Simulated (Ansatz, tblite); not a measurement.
**The cluster Cd2Se3−: a ladder of methods and basis sets**

How do method and basis change the picture of the cluster Cd2Se3− (doublet)?

Program: Ansatz 0.2.0, Gaussian basis. Level of theory: as each input shows. These are calculated values, not measurements.

Levels to be run: GFN1-xTB, GFN2-xTB, PBE-D4/def2-TZVPD, r2SCAN-D4/def2-TZVPD, HF/def2-TZVPD, BLYP-D4/def2-TZVPD, MP2/def2-TZVPD, RPA/def2-TZVPD.

11 further runs of the same task are left out: 4 that didn't finish, 7 set aside as unsound or not needed.

**1. The structure**

The geometry is that of the doublet, from an earlier relaxation (r2SCAN-D4/def2-SVPD). At that level it is the lowest of the isomers that a small search found.

5 atoms, charge -1, spin multiplicity 2.

Bond lengths: Cd1–Se4 2.412 Å, Cd1–Se5 2.477 Å, Cd2–Se3 2.412 Å, Cd2–Se5 2.477 Å. Angles: Se4–Cd1–Se5 175.9°, Se3–Cd2–Se5 175.9°, Cd1–Se5–Cd2 96.1°.

Cd takes a core potential in the def2 sets. No spin-orbit coupling is included. The ion is computed in the gas phase, without counter-ions or solvent.

PBE0-D4/def2-TZVPD was run before; its log isn't repeated, and its numbers join the tables.

**2. GFN1-xTB**

Tight binding, by tblite at 300 K electronic temperature and without a spin-polarisation term:

```python
tblite.interface.Calculator('GFN1-xTB', numbers, positions, charge=-1, uhf=1).singlepoint()
```

Energy -326.1715 eV; 0.005 s.

**3. GFN2-xTB**

Tight binding, by tblite at 300 K electronic temperature and without a spin-polarisation term:

```python
tblite.interface.Calculator('GFN2-xTB', numbers, positions, charge=-1, uhf=1).singlepoint()
```

Energy -301.4416 eV; 0.005 s.

**4. PBE-D4/def2-TZVPD**

start.molden holds the orbitals of an earlier run on this state, given as this run's starting guess.

Contents of in.yaml:

```yaml
crystal:
  periodic: [false, false, false]
  atoms:
    - {symbol: Cd, position_ang: [0.155989, -0.109915, 1.850792]}
    - {symbol: Cd, position_ang: [0.293473, -0.156308, -1.830685]}
    - {symbol: Se, position_ang: [-0.908137, 0.575740, -3.789920]}
    - {symbol: Se, position_ang: [-1.189455, 0.667551, 3.696001]}
    - {symbol: Se, position_ang: [1.648130, -0.977068, 0.073823]}
basis:
  gaussian: {orbitals: def2-TZVPD, initial_orbitals: start.molden}
total_charge: -1
magnetization: {spin_polarized: true, initial_magnetization: 1}
hamiltonian: {xc: pbe, dispersion: d4}
scf: {omitted_lower_state_checks: [starts]}
output: {forces: true, orbitals: {seedname: orbitals}}
```

Command:

```
$ ansatz run in.yaml --threads 4 --pin off --events-out ev --progress --plain --max-ram 4787MiB
```

After this run come: r2SCAN-D4/def2-TZVPD; HF/def2-TZVPD; BLYP-D4/def2-TZVPD; MP2/def2-TZVPD; RPA/def2-TZVPD.

**Question.** What will the summary of the whole plan be? Wanted: gap in def2-TZVPD, named functionals and Hartree-Fock, smallest and largest; correlation energy, MP2/def2-TZVPD; ⟨S²⟩ in def2-TZVPD, named functionals and Hartree-Fock, smallest and largest.

**Answer**, as computed:

| quantity | value |
| --- | --- |
| gap in def2-TZVPD, named functionals and Hartree-Fock, smallest and largest | 0.05 eV (BLYP-D4), 5.09 eV (HF) |
| correlation energy, MP2/def2-TZVPD | -48.74 eV |
| ⟨S²⟩ in def2-TZVPD, named functionals and Hartree-Fock, smallest and largest | 0.753, 0.761 |

Orbital gaps of the named functionals and Hartree-Fock in def2-TZVPD span 0.05 eV (BLYP-D4) to 5.09 eV (HF); exact exchange widens it. Over the named functionals and Hartree-Fock in def2-TZVPD spin contamination reaches 0.01 (PBE0-D4), which is small.
